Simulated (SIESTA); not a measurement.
Crystal: Cd2S.

```xyz
3
Lattice="3.9627 0.0000 0.0000 -1.9813 3.4318 0.0000 0.0000 0.0000 5.8092" Properties=species:S:1:pos:R:3 pbc="T T T"
Cd    0.0000    2.2878    5.4183
Cd    1.9813    1.1439    3.3620
S     0.0000    2.2878    2.1245
```

The cell comes from a database or a generator and needn't be the stable form of this composition.

Base run:

```yaml
Program: SIESTA 5.4.2
Functional: PBEsol
Potentials_or_basis: PseudoDojo 0.4 standard (PBEsol files)
Basis: DZP (energy shift 0.003 Ry; two zetas on semicore shells)
Grid_cutoff: 800 Ry
Energy_shift: 0.003 Ry
k_mesh: 8 × 8 × 5
Occupations: fermi-dirac, width 0.05 eV
Spin: no spin polarisation
```

Its results: pressure -3.5 GPa; largest force 0.158 eV/Å.

**Question.** The run is repeated on the same cell with these changes: functional from PBEsol to LDA; potentials or basis from PseudoDojo 0.4 standard (PBEsol files) to PseudoDojo 0.4 standard (LDA files). What comes out?

**Answer.** Pressure -5.4 GPa; largest force 0.167 eV/Å.

Caveats: the basis of atomic orbitals isn't converged, which shifts pressures, moduli and gaps.

Not every run made on this cell is shown here.
